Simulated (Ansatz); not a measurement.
# HfH (quartet): the correlation ladder at distance Hf1–H2 = 2.291 Å, def2-TZVP

How much of the correlation energy of HfH (quartet) does each wave-function method recover here?

Computed with Ansatz 0.2.0, Gaussian basis. Level: def2-TZVP, core rule «outside noble gas», up to 4 orbitals frozen.

Plan: UHF; CCSD(T) on ROHF; CCSD(T) on UHF; CISD; CCSDT(Q) on ROHF; CCSDT(Q) on UHF; CASSCF and MRCISD+Q, 5 electrons in 5 orbitals; CASSCF and NEVPT2, 5 electrons in 5 orbitals; Full CI.

33 further runs of the same task are left out: 22 for a known fault of the program, 8 that didn't finish, 3 set aside as unsound or not needed.

**1. The system**

The geometry derives from a PBE0/def2-TZVP stationary point (not a proven minimum). One bond is set to the value named and the two fragments are kept rigid. No spin-orbit coupling is included. Elements past krypton take def2 core potentials.

2 atoms, charge 0, spin multiplicity 4.

Atoms are counted from 1 here; the program's logs count them from 0.

Bond lengths: Hf1–H2 2.291 Å.

**2. UHF**

The input, in.yaml:

```yaml
crystal:
  periodic: [false, false, false]
  atoms:
    - {symbol: Hf, position_ang: [0.000000, 0.000000, 0.000000]}
    - {symbol: H, position_ang: [0.000000, 0.000000, 2.291000]}
basis:
  gaussian: {orbitals: def2-TZVP}
magnetization: {spin_polarized: true, initial_magnetization: 3}
hamiltonian: {xc: hf}
output: {orbitals: {seedname: orbitals}}
```

Started as:

```sh
$ ansatz run in.yaml --threads 1 --pin off --events-out ev --progress --plain --max-ram 2393MiB
```

After this run come: CCSD(T) on ROHF; CCSD(T) on UHF; CISD; CCSDT(Q) on ROHF; CCSDT(Q) on UHF; CASSCF and MRCISD+Q, 5 electrons in 5 orbitals; CASSCF and NEVPT2, 5 electrons in 5 orbitals; Full CI.

**Question.** What will the summary of the whole plan be? Wanted: FCI below the RHF energy; RMP2 from FCI; UMP2 from FCI; RCCSD from FCI; RCCSD(T) from FCI; UCCSD(T) from FCI; RCCSDT(Q) from FCI; UCCSDT(Q) from FCI; NEVPT2 pair from FCI.

**Answer**, as computed:

| quantity | value |
| --- | --- |
| FCI below the RHF energy | -1.5788 eV |
| RMP2 from FCI | +475.7 meV |
| UMP2 from FCI | +385.8 meV |
| RCCSD from FCI | +65.7 meV |
| RCCSD(T) from FCI | +22.8 meV |
| UCCSD(T) from FCI | -56.4 meV |
| RCCSDT(Q) from FCI | -10.7 meV |
| UCCSDT(Q) from FCI | -81.8 meV |
| NEVPT2 pair from FCI | +437.0 meV |
| MRCISD+Q pair from FCI | +24.7 meV |
| levels within 1 kcal/mol (43 meV) | UCCSD, RCCSD(T), RCCSDT, RCCSDT(Q), MRCISD+Q pair |
| T1 diagnostic | 0.040 |
| effectively unpaired electrons | 3.15 |

**Reading.** RCCSD(T) lands +22.8 meV from the yardstick (1.4 % of the correlation energy). CCSD(T) misses by +22.8 meV on the restricted determinant and by -56.4 meV on the unrestricted one; the two need not hold the same state or core. UCCSD, UCCSD(T), RCCSDT, UCCSDT, RCCSDT(Q), UCCSDT(Q) fall below full CI: unrestricted runs freeze a spin-polarised core, another one than full CI's, and coupled cluster isn't variational. The occupations are near whole numbers, but T1 = 0.040 shows that the orbitals relax strongly. Of the multireference levels listed MRCISD+Q pair comes nearest in total energy (+24.7 meV), which doesn't show that its space is the better one. These misses are within one basis, not against nature; the frozen cores of restricted and unrestricted runs differ, which can shift their rows.
